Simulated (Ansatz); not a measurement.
# Al15N16: the cost of one run

Method: DFT, PBE, plane-wave PAW, default files, scalar-relativistic, as far as a step names no other, in Ansatz 0.2.0.

The COD entry's cell or inner coordinates are ideal or old and differ from later refinements, so a difference from it is no clean test against experiment.

### 1 Starting point

It takes space group P1 (No. 1, triclinic). The conventional cell has a = 6.226 Å, b = 6.226 Å, c = 9.962 Å, α = 90.00°, β = 90.00°, γ = 120.00°. Around Al (site symmetry 1) lie 4 N at 1.89 Å. Around Al (site symmetry 1) lie 4 N at 1.85 to 1.89 Å. Only part of the 31 independent sites is listed.

Coordinates:

```
Al N
1.0
     6.22600    0.00000    0.00000
    -3.11300    5.39187    0.00000
     0.00000    0.00000    9.96200
Al N
15 16
Direct
  0.16667 0.33333 0.50000
  0.16667 0.83333 0.00000
  0.16667 0.83333 0.50000
  0.66667 0.33333 0.00000
  0.66667 0.33333 0.50000
  0.66667 0.83333 0.00000
  0.66667 0.83333 0.50000
  0.33333 0.16667 0.25000
  0.33333 0.16667 0.75000
  0.33333 0.66667 0.25000
  0.33333 0.66667 0.75000
  0.83333 0.16667 0.25000
  0.83333 0.16667 0.75000
  0.83333 0.66667 0.25000
  0.83333 0.66667 0.75000
  0.18422 0.34618 0.19695
  0.16667 0.33333 0.69000
  0.16667 0.83333 0.19000
  0.16667 0.83333 0.69000
  0.66667 0.33333 0.19000
  0.66667 0.33333 0.69000
  0.66667 0.83333 0.19000
  0.66667 0.83333 0.69000
  0.33333 0.16667 0.44000
  0.33333 0.16667 0.94000
  0.33333 0.66667 0.44000
  0.33333 0.66667 0.94000
  0.83333 0.16667 0.44000
  0.83333 0.16667 0.94000
  0.83333 0.66667 0.44000
  0.83333 0.66667 0.94000
```

The vacant site is at (0.167, 0.333, 0.000) in fractional coordinates of the input's cell.

### 2 Relaxing the atoms in the given cell

File input.yaml:

```yaml
crystal:
  lattice:
    - [6.226, 0.0, 0.0]
    - [-3.113, 5.391874164, 0.0]
    - [0.0, 0.0, 9.962]
  atoms:
    - { symbol: Al, position: [0.1666666666, 0.3333333334, 0.5] }
    - { symbol: Al, position: [0.1666666666, 0.8333333334, 0.0] }
    - { symbol: Al, position: [0.1666666666, 0.8333333334, 0.5] }
    - { symbol: Al, position: [0.6666666666, 0.3333333334, 0.0] }
    - { symbol: Al, position: [0.6666666666, 0.3333333334, 0.5] }
    - { symbol: Al, position: [0.6666666666, 0.8333333334, 0.0] }
    - { symbol: Al, position: [0.6666666666, 0.8333333334, 0.5] }
    - { symbol: Al, position: [0.3333333334, 0.1666666666, 0.25] }
    - { symbol: Al, position: [0.3333333334, 0.1666666666, 0.75] }
    - { symbol: Al, position: [0.3333333334, 0.6666666666, 0.25] }
    - { symbol: Al, position: [0.3333333334, 0.6666666666, 0.75] }
    - { symbol: Al, position: [0.8333333334, 0.1666666666, 0.25] }
    - { symbol: Al, position: [0.8333333334, 0.1666666666, 0.75] }
    - { symbol: Al, position: [0.8333333334, 0.6666666666, 0.25] }
    - { symbol: Al, position: [0.8333333334, 0.6666666666, 0.75] }
    - { symbol: "N", position: [0.1842191935, 0.3461826748, 0.1969546308], spin: 0.5 }
    - { symbol: "N", position: [0.1666666666, 0.3333333334, 0.69] }
    - { symbol: "N", position: [0.1666666666, 0.8333333334, 0.19] }
    - { symbol: "N", position: [0.1666666666, 0.8333333334, 0.69] }
    - { symbol: "N", position: [0.6666666666, 0.3333333334, 0.19] }
    - { symbol: "N", position: [0.6666666666, 0.3333333334, 0.69] }
    - { symbol: "N", position: [0.6666666666, 0.8333333334, 0.19] }
    - { symbol: "N", position: [0.6666666666, 0.8333333334, 0.69] }
    - { symbol: "N", position: [0.3333333334, 0.1666666666, 0.44] }
    - { symbol: "N", position: [0.3333333334, 0.1666666666, 0.94], spin: 0.5 }
    - { symbol: "N", position: [0.3333333334, 0.6666666666, 0.44] }
    - { symbol: "N", position: [0.3333333334, 0.6666666666, 0.94], spin: 0.5 }
    - { symbol: "N", position: [0.8333333334, 0.1666666666, 0.44] }
    - { symbol: "N", position: [0.8333333334, 0.1666666666, 0.94], spin: 0.5 }
    - { symbol: "N", position: [0.8333333334, 0.6666666666, 0.44] }
    - { symbol: "N", position: [0.8333333334, 0.6666666666, 0.94] }
magnetization:
  spin_polarized: true
total_charge: -2
kpoints:
  mp_grid: { grid: [4, 4, 2] }
scf:
  occupations: { method: fermi_dirac, width: 0.01 }
hamiltonian:
  xc: pbe
  pseudopotentials: { kind: paw }
output:
  forces: true
  stress: true
  populations: true
  efg:
    quadrupole_moments_barn: { Al: 0.1466, "N": 0.02044 }
    contact_densities: true
  write_density: true
  write_potential: true
  elf: true
  volumetric_format: npy
relax:
  f_tol: 0.03
  max_steps: 40
```

Run with:

```sh
> ansatz run input.yaml --threads 4 --pin off --max-ram 8192MiB --backend cpu --events-out ev --progress --plain --runs-dir out
```

What time and memory should one allow on 4 threads of Arm Neoverse V2, shared host?

About 3.2 min, with a peak of 1.7 GiB.
